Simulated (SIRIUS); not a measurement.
**WS under changes of volume**

One of the cells (13.879 Å³/atom); the others are scaled copies at fixed shape and fractional positions:

```
W S
1.0
     3.02781    0.00000    0.00000
     0.00000    3.02781    0.00000
     0.00000    0.00000    3.02781
W S
1 1
Direct
  0.50000 0.50000 0.50000
  0.00000 0.00000 0.00000
```

The cell was built by a generator and needn't be a form met in nature.

| Item | Value |
| --- | --- |
| Program | SIRIUS 7.10.0 |
| Functional | PBE |
| Potentials or basis | PseudoDojo 0.4.1 PBE standard (scalar relativistic) |
| Cutoff | 1030 eV |
| Density cutoff | 4119 eV |
| k mesh | 9 × 9 × 9 |
| Occupations | fermi-dirac, width 0.05 eV |
| Spin | no spin polarisation |

```csv
volume (Å³/atom),energy over the lowest point (meV/atom),pressure (GPa)
12.790,41.99,18.0
13.063,?,?
13.335,2.30,5.7
13.879,0.00,-4.1
14.151,10.44,-8.3
14.423,27.52,-12.0
```

Q: What does the run at 13.063 Å³/atom give?

A: Energy over the lowest point 16.93 meV/atom; pressure 11.5 GPa.

Worked out: A Birch-Murnaghan fit of order 3 (a polynomial in V^(-2/3)) to the other rows has its minimum at 13.64 Å³/atom with B0 = V·E''(V) = 242 GPa and B' = 4.6. It gives 16.89 meV/atom at 13.063 Å³/atom, against the run's 16.93, and -dE/dV = 11.5 GPa, against 11.5.

Energies are extrapolated to zero smearing.
